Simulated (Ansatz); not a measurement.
# CSe (SMILES [C][Se]): B3LYP/STO-3G

Aim: the electronic atomisation energy of CSe at B3LYP/STO-3G, from 3 runs. 

The calculation is run with Ansatz 0.2.0.

47 further runs of the same task are left out: 17 that didn't finish, 30 set aside as unsound or not needed.

### 1 Starting point

CSe: 2 atoms, total charge 0, spin state singlet. As SMILES, `[C][Se]`. The shape is that of a PBE0-D4/def2-TZVP optimisation.

Bond lengths: C1–Se2 1.671 Å.

### 2 A single-point energy at B3LYP/STO-3G

Contents of molecule.yaml:

```yaml
crystal:
  periodic: [false, false, false]
  atoms:
    - {symbol: C, position_ang: [0.000000, 0.000000, -0.008520]}
    - {symbol: Se, position_ang: [-0.000000, -0.000000, 1.662780]}
basis:
  gaussian:
    orbitals: STO-3G
hamiltonian:
  xc: {name: B3LYP}
accuracy: high
```

On the command line:

```bash
$ ansatz run molecule.yaml --threads 1 --pin off --max-ram 3480MiB --events-out events.jsonl --progress --plain --runs-dir runs
```

Standard output:

```text
Warning: RAYON_NUM_THREADS=1 ignored (pool sized by the plan → 1); use --threads N
Functional definition: B3LYP
  name "B3LYP"
  parameter a0 = 0.2
  parameter ax = 0.72
  parameter ac = 0.81
  exchange = (1 - a0 - ax)*slater_x + ax*b88_x + a0*exact_x
  correlation = (1 - ac)*vwn_rpa_c + ac*lyp_c
300 factors; integrals over basis functions are off by at most 1.0e-8 eV
mean field evaluation 1: about -65644.2446 eV, gradient 3.8e0 eV
mean field evaluation 2: about -65644.2729 eV, gradient 3.3e0 eV
mean field evaluation 4: about -65644.3082 eV, gradient 6.7e-3 eV
mean field evaluation 8: about -65644.2977 eV, gradient 7.0e-4 eV
mean field evaluation 16: about -65644.2977 eV, gradient 6.3e-8 eV
mean field -65644.29774572 eV, -2412.3834468520 hartree, gradient 6.3e-8 eV, S^2 0.000000; 0 other end points of the search recorded, 0 dependent functions left out
reference -65644.29776566 eV, -2412.3834475847 hartree; 20, 20 occupied and 3, 3 virtual orbitals, 300 factors
Total energy: -65644.29776566 eV, -2412.3834475847 hartree
```

Run time: 0.4 s. Hardware: 1 thread of Intel Xeon 6975P-C (Granite Rapids), shared host.

### 3 The C atom at the same level

Contents of run.yaml:

```yaml
crystal:
  periodic: [false, false, false]
  atoms:
    - {symbol: C, position_ang: [0.000000, 0.000000, 0.000000]}
basis:
  gaussian:
    orbitals: STO-3G
magnetization:
  spin_polarized: true
  initial_magnetization: 2
accuracy: high
hamiltonian:
  xc: {name: B3LYP}
```

Run the same way, it converges to -37.35240 Eh (log not shown).

### 4 The Se atom

Contents of input.yaml:

```yaml
crystal:
  periodic: [false, false, false]
  atoms:
    - symbol: Se
      position_ang: [0.000000, 0.000000, 0.000000]
basis:
  gaussian:
    orbitals: STO-3G
magnetization:
  spin_polarized: true
  initial_magnetization: 2
hamiltonian:
  xc: {name: B3LYP}
accuracy: high
```

On the command line:

```bash
$ ansatz run input.yaml --threads 1 --pin off --max-ram 3480MiB --events-out events.jsonl --progress --plain --runs-dir runs
```

Standard output (excerpt; [...] marks lines left out):

```text
Warning: RAYON_NUM_THREADS=1 ignored (pool sized by the plan → 1); use --threads N
[... 7 set-up lines as earlier in the session ...]
138 factors; integrals over basis functions are off by at most 4.8e-9 eV
mean field evaluation 1: about -64621.0616 eV, gradient 1.3e-1 eV
mean field evaluation 2: about -64621.0616 eV, gradient 1.0e-3 eV
mean field evaluation 4: about -64621.0637 eV, gradient 6.5e-7 eV
mean field evaluation 8: about -64621.0637 eV, gradient 1.0e-9 eV
mean field -64621.06370596 eV, -2374.7802894639 hartree, gradient 1.0e-9 eV, S^2 2.000000; 0 other end points of the search recorded, 0 dependent functions left out
reference -64621.06372454 eV, -2374.7802901466 hartree; 18, 16 occupied and 0, 2 virtual orbitals, 138 factors
Total energy: -64621.06372454 eV, -2374.7802901466 hartree
```

Run time: 0.28 s. Hardware: 1 thread of Intel Xeon 6975P-C (Granite Rapids), shared host.

### 5 Results

At B3LYP/STO-3G:

| quantity | value |
| --- | --- |
| molecule: total energy | -2412.38345 Eh |
| C atom: total energy | -37.35240 Eh |
| C atom: ⟨S²⟩ | 2.000 |
| Se atom: total energy | -2374.78029 Eh |
| Se atom: ⟨S²⟩ | 2.000 |
| electronic atomisation energy | 6.824 eV |

**Reading.** Taking the molecule apart into free atoms costs 6.82 eV (658 kJ/mol), before zero-point energy and without spin-orbit coupling. In a minimal basis such a difference can be off by several eV, whatever the method.
